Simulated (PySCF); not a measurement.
# H2O4W (W(O)3(H2O)): the cost of one run

Computed with PySCF 2.14.0. Level: PBE, W def2-SVP with ECP60, O def2-SVP, H def2-SVP; scalar-relativistic core potentials, no spin–orbit coupling.

1 further run of the same task is left out (for a known fault of the program).

**1. The starting structure**

7 atoms, charge 0, spin multiplicity 1.

Bond lengths: W1–O2 1.747 Å, W1–O3 1.746 Å, W1–O4 1.747 Å, W1–O5 2.195 Å, O5–H6 0.979 Å, O5–H7 0.979 Å. Angles: O2–W1–O3 109.0°, O2–W1–O4 109.9°, O2–W1–O5 110.1°, O3–W1–O4 109.0°, O3–W1–O5 108.7°, O4–W1–O5 110.1°, W1–O5–H6 121.6°, W1–O5–H7 121.6°, H6–O5–H7 107.8°.

Geometry (Å):

```
W     0.0752   -0.0201    0.0201
O     1.0758    0.9418    1.0810
O    -1.0133   -0.9857    0.9857
O     1.0758   -1.0810   -0.9418
O    -1.1112    1.2861   -1.2861
H    -1.6112    2.0485   -0.9306
H    -1.6112    0.9306   -2.0485
```

Formal oxidation states: W +6. An earlier session relaxed this geometry at PBE, W def2-SVP with ECP60, O def2-SVP, H def2-SVP (singlet, point group Cs).

Its energy there is -368.847581 Eh.

**2. Multiplicity 3 at the relaxed geometry**

File run.py (the lines that set the calculation):

```python
mol = gto.M(atom='''
W      0.07520    -0.02012     0.02012
O      1.07581     0.94177     1.08103
O     -1.01334    -0.98571     0.98571
O      1.07581    -1.08103    -0.94177
O     -1.11118     1.28613    -1.28613
H     -1.61121     2.04853    -0.93064
H     -1.61121     0.93064    -2.04853''',
    basis={'W': 'def2-SVP', 'O': 'def2-SVP', 'H': 'def2-SVP'},
    ecp={'W': 'def2-SVP'},
    charge=0, spin=2)
mf = dft.UKS(mol, xc='PBE')
mf.grids.atom_grid = (50, 194)
mf = mf.density_fit()  # fitting sets: W def2-universal-JKFIT, O def2-universal-JKFIT, H def2-universal-JKFIT
mf.conv_tol = 1e-08; mf.max_cycle = 55
mf.kernel(dm0)  # dm0: free metal ions and neutral atoms
```

Run with:

```sh
$ OMP_NUM_THREADS=2 python run.py
```

**Question.** How long does this run take on 2 threads of Arm Neoverse V2, shared host?

About 4.9 s.
